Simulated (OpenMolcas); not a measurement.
# Au⁵⁺ among point charges: CASSCF and CASPT2 levels and susceptibility

How does a field of 4 point charges split the states of Au⁵⁺, and what χT follows?

Program: OpenMolcas 26.06. Level of theory: state-averaged CASSCF and CASPT2, spin-orbit coupling by RASSI with atomic mean-field integrals. These are calculated values, not measurements, unless marked.

## Step 1: The atom as given

```
Species                           : Au⁵⁺ (gold, Z = 79, 74 electrons)
Basis                             : ANO-RCC-VDZP [7s6p4d2f], 59 functions
Scalar Hamiltonian                : DKH2, point nucleus
Inactive shells                   : 1s 2s 2p 3s 3p 3d 4s 4p 4d 4f 5s 5p
Active space                      : 6 electrons in 5 orbitals (5d)
Some configurations of this space : 5d⁶
Orbitals                          : optimised for each spin and parity, averaged over all roots
```

The outer shells:

5d6
```
5d [↑↓][↑ ][↑ ][↑ ][↑ ]
```

The ion sits among 4 point charges of -2 e arranged as a square (D4h), 2.07 Å from the ion.

Each step is its own input file, run in one work folder so that later steps find the files of earlier ones. Labels, J, g values, rates, χT and fits are worked out afterwards by a script from the matrices that RASSI stores. The input lists half of the charges; inversion (Group=XYZ) makes the rest.

## Step 2: GATEWAY and SEWARD: basis and integrals

a.inp reads:

```
&GATEWAY
Coord
1

Au 0.0 0.0 0.0
Basis=ANO-RCC-VDZP
Group=XYZ
NoMove
AngMom=0.0 0.0 0.0
AMFI
XField
2 Angstrom 0
2.070000 0.000000 0.000000 -2.000000
0.000000 2.070000 0.000000 -2.000000
&SEWARD
```

Run with:

```sh
$ OMP_NUM_THREADS=1 MOLCAS_MEM=1689 MOLCAS_PROJECT=a pymolcas a.inp > a.log
```

## Step 3: CASSCF: quintets of even parity, 5 roots

a.inp reads:

```
&RASSCF
FileOrb=start.orb
Symmetry=1
Spin=5
nActEl=6 0 0
Inactive=15 19
Ras2=5 0
CIRoot=5 5 1
SDav=5
CIMx=300
Iter=120 100
PrWF=0.3
OrbListing=Nothing
MaxOrb=0
>>> COPY $Project.JobIph JOB001
```

start.orb holds the contracted functions of the basis, ordered by shell, or the orbitals of the step before.

## Step 4: Reference wave functions, triplets of even parity, 45 roots

a.inp reads:

```
&RASSCF
FileOrb=start.orb
Symmetry=1
Spin=3
nActEl=6 0 0
Inactive=15 19
Ras2=5 0
CIRoot=45 45 1
SDav=45
CIMx=300
Iter=120 100
PrWF=0.3
OrbListing=Nothing
MaxOrb=0
>>> COPY $Project.JobIph JOB002
```

## Step 5: CASSCF: singlets of even parity, 50 roots

a.inp reads:

```
&RASSCF
FileOrb=start.orb
Symmetry=1
Spin=1
nActEl=6 0 0
Inactive=15 19
Ras2=5 0
CIRoot=50 50 1
SDav=50
CIMx=300
Iter=120 100
PrWF=0.3
OrbListing=Nothing
MaxOrb=0
>>> COPY $Project.JobIph JOB003
```

## Step 6: State interaction with spin-orbit coupling

a.inp reads:

```
&RASSI
NrOfJobIphs=3 5 45 50
1 2 3 4 5
1 2 3 4 5 6 7 8 9 10 11 12 13 14 15 16 17 18 19 20 21 22 23 24 25 26 27
28 29 30 31 32 33 34 35 36 37 38 39 40 41 42 43 44 45
1 2 3 4 5 6 7 8 9 10 11 12 13 14 15 16 17 18 19 20 21 22 23 24 25 26 27
28 29 30 31 32 33 34 35 36 37 38 39 40 41 42 43 44 45 46 47 48 49 50
IphNames
JOB001
JOB002
JOB003
EJob
SpinOrbit
DIPRint=1.0
SOCoupling=1000.0
Subsets=2
Property=9
'ANGMOM' 1 'ANGMOM' 2 'ANGMOM' 3 'MLTPL  1' 1 'MLTPL  1' 2 'MLTPL  1' 3
'AMFI' 1 'AMFI' 2 'AMFI' 3
SOProperty=3
'ANGMOM' 1 'ANGMOM' 2 'ANGMOM' 3
```

## Step 7: CASPT2: IPEA 0.25, imaginary shift 0.1 (closed shells correlated: 5s 5p)

a.inp reads:

```
>>> COPY JOB001 $Project.JobIph
&CASPT2
Multistate=5 1 2 3 4 5
NoMult
Frozen=14 16
IPEA=0.25
Imaginary=0.1
MaxIter=60
WThr=0.0 0.3 0.05
PrWF=0.5
NoMix
>>> COPY JOB002 $Project.JobIph
&CASPT2
Multistate=45 1 2 3 4 5 6 7 8 9 10 11 12 13 14 15 16 17 18 19 20 21 22
23 24 25 26 27 28 29 30 31 32 33 34 35 36 37 38 39 40 41 42 43 44 45
NoMult
Frozen=14 16
IPEA=0.25
Imaginary=0.1
MaxIter=60
WThr=0.0 0.3 0.05
PrWF=0.5
NoMix
>>> COPY JOB003 $Project.JobIph
&CASPT2
Multistate=50 1 2 3 4 5 6 7 8 9 10 11 12 13 14 15 16 17 18 19 20 21 22
23 24 25 26 27 28 29 30 31 32 33 34 35 36 37 38 39 40 41 42 43 44 45 46
47 48 49 50
NoMult
Frozen=14 16
IPEA=0.25
Imaginary=0.1
MaxIter=60
WThr=0.0 0.3 0.05
PrWF=0.5
NoMix
```

(Steps that only read results are left out.)

Before running it: what results should come out? Wanted: spin-free ground state; first state of the same spin within the active space; lowest level; next level.

**Answer**, as computed:

```
                                            quantity                                                                        value
                                              method  SS-CASPT2, IPEA 0.25, imaginary shift 0.1 (closed shells correlated: 5s 5p)
                              spin-free ground state                                              5A1, 1-fold in its orbital part
first state of the same spin within the active space                                                              5E at 3510 cm⁻¹
                                        lowest level                                                                    1-fold A1
                                          next level                                                                   616.4 cm⁻¹
                                         χT at 300 K                                                               2.80 cm³ K/mol
                           effective moment at 300 K                                                                      4.73 μB
```

Cost by method:

```csv
method,time of its own steps,time with the reference
A. CASSCF,24 s,24 s
"B. SS-CASPT2, IPEA 0.25, imaginary shift 0.1, +5s 5p",8.1 s,32 s
```

Times are of one thread on a shared host.

What this shows: The spin-free ground state (5A1) comes to 100 % from free-ion D terms and keeps the highest spin of the shell. χT at 300 K is 2.80, against 3.01 cm³ K/mol for the spin alone; near agreement at one temperature doesn't show that the orbital moment is quenched. An active space of the d shell alone favours high spin; real ions in strong fields can be low spin. The field of point charges can differ much from that of real complexes. With metal d orbitals alone active, the gaps between spin states are rough; where two lie within a few thousand cm-1, their order is open. Point charges carry no covalency, so the field is a model and not that of real ligands.
